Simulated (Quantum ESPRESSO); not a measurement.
Ta, 1 atom in the cell. It takes space group Im-3m (No. 229, cubic). The conventional cell has a = 3.303 Å, b = 3.303 Å, c = 3.303 Å, α = 90.00°, β = 90.00°, γ = 90.00°. Ta (site symmetry m-3m) is surrounded by 8 Ta at 2.86 Å. 

```yaml
Program: Quantum ESPRESSO 7.5
Task: phonons and electron-phonon coupling
Functional: PBE
Potentials_or_basis: GBRV 1.5 PBE
Cutoff: 762 eV
Density_cutoff: 6095 eV
k_mesh: 12 × 12 × 12
Occupations: methfessel-paxton, width 0.272 eV
Spin: no spin polarisation
Mixing_beta: 0.5
Most_SCF_iterations: 120
SCF_threshold: 2e-10 Ry
q_mesh: 4 × 4 × 4
```

Potentials or basis: GBRV 1.5 PBE.

Launch:

```bash
$ OMP_NUM_THREADS=1 mpirun -n 4 pw.x -nk 4 -in pw.in > pw.out
$ OMP_NUM_THREADS=1 mpirun -n 4 pw.x -nk 4 -in scf2.in > scf2.out
$ OMP_NUM_THREADS=1 mpirun -n 4 pw.x -nk 4 -in dense.in > dense.out
$ OMP_NUM_THREADS=1 mpirun -n 4 pw.x -nk 4 -in scf3.in > scf3.out
$ OMP_NUM_THREADS=1 mpirun -n 4 ph.x -nk 4 -in ph.in > ph.out
$ OMP_NUM_THREADS=1 mpirun -n 1 q2r.x -in q2r.in > q2r.out
$ OMP_NUM_THREADS=1 mpirun -n 1 matdyn.x -in matdyn.in > matdyn.out
$ OMP_NUM_THREADS=1 mpirun -n 1 matdyn.x -in matdyn_dos.in > matdyn_dos.out
$ OMP_NUM_THREADS=1 mpirun -n 1 matdyn.x -in matdyn_a2f.in > matdyn_a2f.out
$ OMP_NUM_THREADS=1 mpirun -n 1 matdyn.x -in matdyn_mesh.in > matdyn_mesh.out
```

Hardware: 4 MPI ranks on AMD EPYC 9R45 96-Core Processor (Zen 5) (shared host).

Task: Estimate the wall time of this run.

Result: It took 8.1 min on 4 MPI ranks on AMD EPYC 9R45 96-Core Processor (Zen 5) (shared host), peak memory 0.52 GiB a rank. Counts: scf iterations 22, k pools 4, bands 12, k points 72, g dense 19477.
